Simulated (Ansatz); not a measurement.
BH₃SSi, SMILES B1[SiH2]S1: the interaction energy of a dimer with the counterpoise correction, run with the Python package of Ansatz (0.2.0).

`run_dimer.py`:
```python
"""Binding of a BH3SSi dimer at a trial geometry."""

import ansatz as az

config = {
    "basis_set": "cc-pVDZ",
    "xc": "r2SCAN",
}

FIRST = [
    ("B", (-0.8191, -0.8979, -0.1288)),
    ("Si", (0.4235, 0.6329, 0.2071)),
    ("S", (0.9431, -1.278, 0.3702)),
    ("H", (-1.6666, -1.0751, -0.9047)),
    ("H", (0.914, 1.2835, -1.0337)),
    ("H", (0.2052, 1.3347, 1.4898)),
]
SECOND = [
    ("B", (4.8602, 3.6233, -1.3504)),
    ("Si", (3.2259, 3.3138, -2.4611)),
    ("S", (3.2666, 4.4571, -0.8365)),
    ("H", (5.984, 3.7596, -1.6149)),
    ("H", (3.2178, 4.0795, -3.7327)),
    ("H", (2.5981, 1.9878, -2.2788)),
]

def energy(atoms, ghosts=()):
    molecule = az.Crystal.molecule()
    for symbol, xyz in atoms:
        molecule = molecule.atom(symbol, xyz)
    calc = (
        molecule.calculation()
        .basis(gaussian=config["basis_set"])
        .functional(config["xc"])
    )
    deck = calc.input()
    if ghosts:
        deck = deck.set(az.key.basis.gaussian.ghost_atoms, [{"symbol": s, "position_ang": list(xyz)} for s, xyz in ghosts])
    return az.Session.from_dict(deck).plan().execute().report["free_energy_ev"]


def main() -> None:
    # monomers in their own basis and in the basis of the dimer
    both = energy(FIRST + SECOND)
    alone = energy(FIRST) + energy(SECOND)
    ghosted = energy(FIRST, SECOND) + energy(SECOND, FIRST)
    print(f"dimer {both:.6f} eV")
    print(f"interaction, uncorrected   {(both - alone):8.3f} eV")
    print(f"interaction, counterpoise  {(both - ghosted):8.3f} eV")
    print(f"basis-set superposition    {(alone - ghosted):8.3f} eV")


if __name__ == "__main__":
    main()
```

How large is the interaction at this pose, and how much of it is basis-set superposition?

Uncorrected it is 0.008 eV, with the counterpoise correction 0.014 eV; the difference, 0.01 eV, is the superposition error. In this basis both values are repulsive.

The output:

```console
$ python run_dimer.py
dimer -38870.153948 eV
interaction, uncorrected      0.008 eV
interaction, counterpoise     0.014 eV
basis-set superposition       0.006 eV
```

Total energies depend on the basis set; only differences at equal settings carry meaning. The dimer is a generated trial pose of unrelaxed monomers, not a minimum, so the figure is no binding energy, and the basis set is small. This level lacks the dispersion part of the attraction (electrostatics and induction are there), which can decide the sign where the interaction is weak. The whole script took 33 s on 1 thread of Arm Neoverse V1, with other jobs on the host, peak memory 0.28 GiB.
